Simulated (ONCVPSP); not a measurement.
# Lithium: generating and testing an ONCV potential

Aim: build the potential from the settings below, then test how well it stands in for the atom: other configurations, scattering, ghost states and the plane-wave cutoff that it needs.

Method: ONCVPSP 4.0.1.1 (patched build), LDA (Perdew-Wang 92), scalar-relativistic.

### 1 The atom and the settings

The settings as typed:

- element: lithium (Li, Z = 3)
- type: optimised norm-conserving Vanderbilt (ONCV)
- frozen core: none
- valence charge: 3
- reference configuration: 1s2 2s1
- partial waves: 1s+2s: rc 1.20 bohr, ncon 5, nbas 10, qcut 7.9 1/bohr, 2 projectors; p scattering state at 0.15 Ha: rc 1.20 bohr, ncon 4, nbas 8, qcut 8 1/bohr, 2 projectors, debl 2.2 Ha; d scattering state at 0.22 Ha: rc 1.30 bohr, ncon 3, nbas 7, qcut 8.1 1/bohr, 2 projectors, debl 1.4 Ha
- local potential: polynomial inside 0.95 bohr (lpopt 5, dvloc0 1 Ha)
- core correction: not asked for

The nodes and maxima of the atom's own shells, from an earlier all-electron run, set the scale for the radii.

All-electron outer shells of the reference configuration (LDA (PZ), scalar-relativistic, ld1.x):

```tsv
shell	level (eV)	outermost node (bohr)	outermost maximum (bohr)
1s	-51.10	–	0.36
2s	-2.88	0.84	3.12
2p	-1.13	–	3.91
```

### 2 Generating the potential

Li.dat reads:

```
# ATOM AND REFERENCE CONFIGURATION
# atsym  z   nc   nv     iexc    psfile
  Li 3.00    0    2  -001012      upf
#
#   n    l    f
    1    0    2.00
    2    0    1.00
#
# PSEUDOPOTENTIAL AND OPTIMIZATION
# lmax
    2
#
#   l,   rc,      ep,       ncon, nbas, qcut
    0    1.20    0.00    5   10    7.90
    1    1.20    0.15    4    8    8.00
    2    1.30    0.22    3    7    8.10
#
# LOCAL POTENTIAL
# lloc, lpopt,  rc(5),   dvloc0
    4    5    0.95    1.00
#
# VANDERBILT-KLEINMAN-BYLANDER PROJECTORs
# l, nproj, debl
    0    2    3.00
    1    2    2.20
    2    2    1.40
#
# MODEL CORE CHARGE
# icmod, fcfact, rcfact
    0    0.00    0.00
#
# LOG DERIVATIVE ANALYSIS
# epsh1, epsh2, depsh
   -3.00    5.00    0.02
#
# OUTPUT GRID
# rlmax, drl
    6.00    0.01
#
# TEST CONFIGURATIONS
# ncnf
    4
# nvcnf
#   n    l    f
    2
    1    0    2.00
    2    0    0.00
#
    2
    1    0    2.00
    2    0    0.50
#
    3
    1    0    2.00
    2    0    0.00
    2    1    1.00
#
    2
    1    0    1.00
    2    0    1.00
#
```

Started as:

```
$ oncvpsp.x < Li.dat > Li.out
```

Q: Predict the outcome of this session. Wanted: cutoffs for 1 and 0.1 mHa per electron, occupied waves; bound ghosts; GHOST(+) flags; largest test error; largest phase difference near zero energy, channels read.

As calculated:

```
                                                quantity                   value
  cutoffs for 1 and 0.1 mHa per electron, occupied waves        31 Ha and 168 Ha
                                            bound ghosts              none found
                                          GHOST(+) flags      none at low energy
                            largest test error (AE − PS)  +1173 meV, for 1s1 2s1
largest phase difference near zero energy, channels read               0.000 rad
```

**Reading.** By total energies transferability is poor: the largest error is 1173 meV on 67.4 eV, for 1s1 2s1. That test lies far up in energy; among those under 40 eV, nearer to bonding, the largest error is 0.6 meV. It counts as of middling hardness, with 31 Ha needed at the looser tolerance. The tighter tolerance needs 168 Ha, and converged work needs a cutoff nearer that. At the looser tolerance the 1s wave is the slowest; 2s needs 23 Ha. No bound ghost shows below the valence levels. Near zero energy the phases of the channels with partial waves agree within 0.001 rad.
